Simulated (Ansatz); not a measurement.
# C4H3F3: basis-set convergence

The task here is to estimate one member of a computed series from the others.

Program: Ansatz 0.2.0, Gaussian basis. Level of theory: one geometry, several basis sets. These are calculated values, not measurements.

Plan: PBE0-D4/def2-SVP; ωB97M-V/def2-SVP; PBE0-D4/def2-QZVPP; ωB97M-V/def2-QZVPP; the functionals' def2-TZVPP values are taken from earlier runs.

### Structure used throughout

All runs share one geometry, relaxed beforehand with PBE0-D4 in a triple-zeta def2 set.

10 atoms, charge 0, spin multiplicity 1.

Atoms are counted from 1 here; the program's logs count them from 0.

Bond lengths: F1–C2 1.378 Å, C2–C3 1.451 Å, C2–H8 1.094 Å, C2–H9 1.094 Å, C3–C4 1.200 Å, C4–C5 1.456 Å, C5–F6 1.355 Å, C5–F7 1.355 Å, C5–H10 1.095 Å. Angles: F1–C2–C3 111.3°, F1–C2–H8 108.3°, F1–C2–H9 108.3°, C3–C2–H8 110.1°, C3–C2–H9 110.0°, H8–C2–H9 108.8°, C2–C3–C4 178.5°, C3–C4–C5 177.3°, C4–C5–F6 110.8°, C4–C5–F7 110.8°, C4–C5–H10 111.5°, F6–C5–F7 107.4°, F6–C5–H10 108.1°, F7–C5–H10 108.1°.

Set-up of the first run:

File in.yaml:

```yaml
crystal:
  periodic: [false, false, false]
  atoms:
    - {symbol: F, position_ang: [-2.851618, -0.161909, 0.167033]}
    - {symbol: C, position_ang: [-1.841721, 0.643072, 0.647031]}
    - {symbol: C, position_ang: [-0.541988, 0.186122, 0.191709]}
    - {symbol: C, position_ang: [0.545756, -0.168113, -0.169047]}
    - {symbol: C, position_ang: [1.836926, -0.648168, -0.641347]}
    - {symbol: F, position_ang: [2.474943, 0.312071, -1.354116]}
    - {symbol: F, position_ang: [2.637635, -0.978208, 0.401287]}
    - {symbol: H, position_ang: [-1.882189, 0.629822, 1.740564]}
    - {symbol: H, position_ang: [-2.022689, 1.665060, 0.300008]}
    - {symbol: H, position_ang: [1.728146, -1.530851, -1.280021]}
basis:
  gaussian: {orbitals: def2-SVP}
hamiltonian: {xc: pbe0, dispersion: d4}
output: {orbitals: {seedname: orbitals}}
```

Among the steps run: PBE0-D4 in def2-SVP; ωB97M-V in def2-SVP; PBE0-D4 in def2-QZVPP; ωB97M-V in def2-QZVPP.

One table of the session follows, with a row left open; its other results are not shown here.

It belongs to the step «Functionals by basis». 

| functional | basis | HOMO (eV) |
| --- | --- | --- |
| PBE0-D4 | def2-SVP | -8.61 |
| PBE0-D4 | def2-TZVPP | -8.68 |
| PBE0-D4 | def2-QZVPP | -8.71 |
| ωB97M-V | def2-SVP | ? |
| ωB97M-V | def2-TZVPP | -10.94 |
| ωB97M-V | def2-QZVPP | -10.97 |

**Question.** Estimate the row for ωB97M-V, def2-SVP.

As computed: HOMO (eV): -10.86. In the column «HOMO (eV)» it lies between ωB97M-V, def2-TZVPP (-10.94) and PBE0-D4, def2-QZVPP (-8.71).
